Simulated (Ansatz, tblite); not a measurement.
## A script for Li2SnHgTe4 (GFN2-xTB)

These are simulated results from tblite 0.8.0, not measurements. The cell was built from a prototype and was relaxed with r2SCAN in plane waves (Ansatz 0.2.0). It may be hypothetical. All runs are without spin polarisation.

It is tetragonal, I-42m (No. 121); a = 6.406 Å, c = 12.859 Å in the conventional setting, 32.98 Å³ an atom. Li is surrounded by 4 Te at 2.74 Å; Hg is surrounded by 4 Te at 2.87 Å; Sn is surrounded by 4 Te at 2.77 Å; Te is surrounded by 2 Li at 2.74 Å and 1 Sn at 2.77 Å and 1 Hg at 2.87 Å.

tblite solves periodic systems at the zone centre alone, so the script builds a cluster of 2×2×1 conventional cells (64 atoms), which folds in a coarse mesh of k points.

The script, run.py:

```python
import json
from ase import Atoms
from ase.build import make_supercell
from ase.units import Bohr, GPa, Hartree
from tblite.interface import Calculator

atoms = Atoms(['Li', 'Li', 'Hg', 'Sn', 'Te', 'Te', 'Te', 'Te'],
              cell=[[-3.20311396, 3.20311396, 6.42946802], [3.20311396, -3.20311396, 6.42946802], [3.20311396, 3.20311396, -6.42946802]],
              scaled_positions=[[0.75, 0.25, 0.5], [0.25, 0.75, 0.5], [0.0, 0.0, 0.0], [0.5, 0.5, 0.0], [0.874219058, 0.874219058, 0.487346818], [0.125780942, 0.613127761, 0.0], [0.613127761, 0.125780942, 0.0], [0.386872239, 0.386872239, 0.512653182]],
              pbc=True)
cluster = make_supercell(atoms, [[0, 2, 2], [2, 0, 2], [1, 1, 0]])
calc = Calculator('GFN2-xTB', cluster.numbers, cluster.positions / Bohr, lattice=cluster.cell[:] / Bohr, periodic=cluster.pbc)
calc.set('temperature', 0.02 / Hartree)
calc.set('max-iter', 150)
res = calc.singlepoint()
levels = res.get('orbital-energies') * Hartree
nv = round(res.get('orbital-occupations').sum() / 2)
cells = len(cluster) // len(atoms)
out = {'energy_per_cell': res.get('energy') * Hartree / cells, 'homo': levels[nv - 1], 'lumo': levels[nv],
       'stress': (-res.get('virial') * Hartree / cluster.get_volume() / GPa).tolist(), 'charges': res.get('charges')[:len(atoms)].tolist(), 'electrons': 2 * nv / cells}
json.dump(out, open('results.json', 'w'))
for key, value in out.items():
    print(key, value)
```

Command: `python run.py`. It took 6.9 s on 1 thread of Arm Neoverse V2, with other jobs on the host, peak memory 0.12 GiB.

Output:

```
------------------------------------------------------------
  cycle        total energy    energy error   density error
------------------------------------------------------------
      1     -125.6569116910  -1.2605884E+02   6.0203529E-01
      2     -13.29127705282   1.1236563E+02   9.7520591E-01
      3     -112.1575633797  -9.8866286E+01   6.7649766E-01
      4     -76.64963474059   3.5507929E+01   7.5215458E-01
      5     -122.0468848733  -4.5397250E+01   4.0873532E-01
      6     -86.80933827414   3.5237547E+01   6.5293179E-01
      7     -21.65046911450   6.5158869E+01   8.5845467E-01
      8     -112.7004557244  -9.1049987E+01   4.5194840E-01
      9     -127.7037226486  -1.5003267E+01   3.3159083E-01
     10     -128.3376907934  -6.3396814E-01   2.9445384E-01
     11     -129.2143953878  -8.7670459E-01   2.3737694E-01
     12     -129.9034295330  -6.8903415E-01   1.6075322E-01
     13     -130.0114051736  -1.0797564E-01   1.4584814E-01
     14     -130.0777030254  -6.6297852E-02   1.3611632E-01
     15     -130.1287816457  -5.1078620E-02   1.2488752E-01
     16     -130.1904930859  -6.1711440E-02   6.4574378E-02
     17     -130.1128555547   7.7637531E-02   2.8145075E-02
     18     -130.1552538475  -4.2398293E-02   2.4148191E-02
     19     -130.2033396235  -4.8085776E-02   1.6541129E-02
     20     -130.2234795495  -2.0139926E-02   1.1181808E-02
     21     -130.2271388639  -3.6593144E-03   7.6584703E-03
     22     -130.2282857586  -1.1468947E-03   5.3820783E-03
     23     -130.2287441078  -4.5834923E-04   3.9632273E-03
     24     -130.2292442493  -5.0014148E-04   3.7640944E-03
     25     -130.2292559235  -1.1674206E-05   3.5179130E-03
     26     -130.2292498957   6.0278323E-06   3.4611749E-03
     27     -130.2292460727   3.8230391E-06   3.4767961E-03
     28     -130.2292445351   1.5375367E-06   3.4435105E-03
     29     -130.2292486724  -4.1373051E-06   3.2937995E-03
     30     -130.2292766943  -2.8021856E-05   2.3114259E-03
     31     -130.2292807573  -4.0630431E-06   2.1645798E-03
     32     -130.2292848722  -4.1149145E-06   1.8741667E-03
     33     -130.2292943672  -9.4949773E-06   1.2048369E-03
     34     -130.2292973700  -3.0027746E-06   9.0200523E-04
     35     -130.2292984937  -1.1237159E-06   7.5102810E-04
     36     -130.2292989553  -4.6163277E-07   6.2496665E-04
     37     -130.2292993412  -3.8583775E-07   5.0230586E-04
     38     -130.2292992123   1.2892983E-07   5.2691519E-04
     39     -130.2292987918   4.2045630E-07   5.6829721E-04
     40     -130.2292969692   1.8225914E-06   4.4917074E-04
     41     -130.2292980192  -1.0499793E-06   4.0584160E-04
     42     -130.2292982669  -2.4772123E-07   3.9523529E-04
     43     -130.2292987166  -4.4967624E-07   3.9713515E-04
     44     -130.2292996729  -9.5631020E-07   3.1228793E-04
     45     -130.2293010019  -1.3290391E-06   9.5836448E-05
     46     -130.2293011556  -1.5368079E-07   5.7846015E-05
     47     -130.2293012050  -4.9392867E-08   4.6488052E-05
     48     -130.2293012220  -1.6998769E-08   4.3210501E-05
     49     -130.2293012235  -1.5011778E-09   4.3011695E-05
     50     -130.2293012253  -1.7511752E-09   4.1476890E-05
     51     -130.2293012341  -8.8456034E-09   3.3134133E-05
     52     -130.2293012446  -1.0502362E-08   3.0540545E-05
     53     -130.2293012383   6.3403718E-09   3.8382660E-05
     54     -130.2293012404  -2.1852884E-09   3.6859252E-05
     55     -130.2293012459  -5.4041891E-09   3.3259352E-05
     56     -130.2293012437   2.1616415E-09   4.0175568E-05
     57     -130.2293012458  -2.1048265E-09   3.5329303E-05
     58     -130.2293012528  -7.0556894E-09   2.7825520E-05
     59     -130.2293012582  -5.3564406E-09   1.4017696E-05
------------------------------------------------------------

 total:                                   6.347 sec
energy_per_cell -442.9649735275825
homo -8.236594637318591
lumo -7.714789630216669
stress [[-0.6452633367342434, 3.767997911672422e-06, 1.9882849077301306e-07], [3.767997911836335e-06, -0.6452633367337737, 1.99214187264729e-07], [1.9882849063748228e-07, 1.9921418725792814e-07, 0.045784534572171964]]
charges [0.43863376258186176, 0.4386337802475672, -0.3879927128869334, -0.08476840673628505, -0.10111353771625317, -0.10112011236475343, -0.10112028336926332, -0.10112692477119878]
electrons 32.0
```

The cycle table is in hartree for the whole cluster, and the lines after it are in eV (the energy for one cell). The printed stress is in GPa and positive in compression, and the pressure is its mean diagonal.

GFN2-xTB gives a gap of 0.52 eV. On the same cell, plane-wave PBE (Ansatz, 6×6×6 k points and the special points) gives a gap of 0.56 eV and r2SCAN a gap of 0.86 eV; on shared hosts these took about 65 and 120 core-seconds on the 8-atom cell, against 6.9 for the script. Spin-orbit coupling, left out in all these runs, can cut or reorder the gap by tenths of an eV, up to about 1 eV with Pb or Bi. xTB was fitted to molecules, so gaps, charges and pressures of solids can be far off, and the gap also depends on the size of the cluster.

The same script was run on cells scaled at fixed shape and fractional coordinates:

```
volume (Å³/atom)  energy (meV/atom)  pressure (GPa, positive in compression)  gap (eV)
           29.03               53.9                                     5.38      0.93
           31.00                9.1                                     2.07      0.70
           32.98                0.0                                    -0.41      0.52
           34.96               16.1                                    -2.14      0.39
           36.94               50.3                                    -3.35      0.28
```

A Birch-Murnaghan fit puts the minimum at 32.60 Å³/atom, 1.1 % below the given cell, with a bulk modulus of 35.7 GPa at fixed shape.

xTB was fitted mostly to molecules, and a small cluster samples few k points, so gaps, pressures and kinks along a curve can be far from a solid's.

Spin-orbit coupling is left out; in compounds of Pb, Bi, Tl or Hg it can lower a gap by up to about 1 eV, split its edges or invert the bands.
